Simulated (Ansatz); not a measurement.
Geometry optimisation, DFT LDA, scalar-relativistic, plane waves, PAW in Ansatz.

The input (input.yaml):

```yaml
crystal:
  lattice:
    - [0.0, 5.43, 5.43]
    - [5.43, 0.0, 5.43]
    - [5.43, 5.43, 0.0]
  atoms:
    - { symbol: Si, position: [0.0, 0.0, 0.0] }
    - { symbol: Si, position: [0.125, 0.125, 0.125] }
    - { symbol: Si, position: [0.0, 0.0, 0.5] }
    - { symbol: Si, position: [0.125, 0.125, 0.625] }
    - { symbol: Si, position: [0.0, 0.5, 0.0] }
    - { symbol: Si, position: [0.125, 0.625, 0.125] }
    - { symbol: Si, position: [0.0, 0.5, 0.5] }
    - { symbol: Si, position: [0.125, 0.625, 0.625] }
    - { symbol: Si, position: [0.5, 0.0, 0.0] }
    - { symbol: Si, position: [0.625, 0.125, 0.125] }
    - { symbol: Si, position: [0.5, 0.0, 0.5] }
    - { symbol: Si, position: [0.625, 0.125, 0.625] }
    - { symbol: Si, position: [0.5, 0.5, 0.0] }
    - { symbol: Si, position: [0.625, 0.625, 0.125] }
    - { symbol: Si, position: [0.5, 0.5, 0.5] }
    - { symbol: Si, position: [0.625, 0.625, 0.625] }
    - { symbol: Co, position: [0.2569764, 0.7516882, 0.7498835], spin: 1.0 }
magnetization:
  spin_polarized: true
basis:
  ecutwfc: 420.0
kpoints:
  mp_grid: { grid: [2, 2, 2] }
hamiltonian:
  xc: lda
  pseudopotentials: { kind: paw, azcp: { folder: soft_1 } }
scf:
  occupations: { method: gaussian, width: 0.05 }
  lower_state_search: "off"
relax:
  f_tol: 0.03
  max_steps: 60
  adjacent_minimum: "off"
output:
  write_density: true
  write_potential: true
  elf: true
  volumetric_format: npy
```

Command:

```bash
$ ansatz run input.yaml --threads 2 --pin off --max-ram 5120MiB --backend cpu --events-out ev --progress --plain --runs-dir out
```

Where does it end, and by what steps?

It converged. Limits of this set-up: coarse k mesh, PAW files made for another functional, a small cell, in which the defect meets its images. After 3 steps the energy has fallen by 0.020 eV; Co17 moved furthest, 0.05 Å.

```tsv
step	energy less start (eV)	largest force component (eV/Å)	accepted
0	0.0000	0.261	yes
1	-0.0167	0.100	yes
2	-0.0189	0.045	yes
3	-0.0202	0.006	yes
```

```xyz
17
Lattice="0.0000 5.4300 5.4300 5.4300 0.0000 5.4300 5.4300 5.4300 0.0000" Properties=species:S:1:pos:R:3
Si -0.007 0.000 0.001
Si 1.348 1.366 1.365
Si 2.718 2.721 0.003
Si 4.081 4.064 1.370
Si 2.717 0.002 2.719
Si 4.080 1.367 4.065
Si 5.432 2.721 2.723
Si 6.785 4.070 4.069
Si 0.000 2.714 2.714
Si 1.346 4.063 4.064
Si 2.714 5.431 2.713
Si 4.083 6.797 4.065
Si 2.714 2.711 5.432
Si 4.082 4.064 6.796
Si 5.437 5.434 5.434
Si 6.777 6.801 6.802
Co 8.147 5.439 5.442
```

Whether the end is a true minimum wasn't checked by a vibrational analysis.

The run took 41 s on 2 threads of Arm Neoverse V1, with other jobs on the host, peak memory 0.69 GiB.
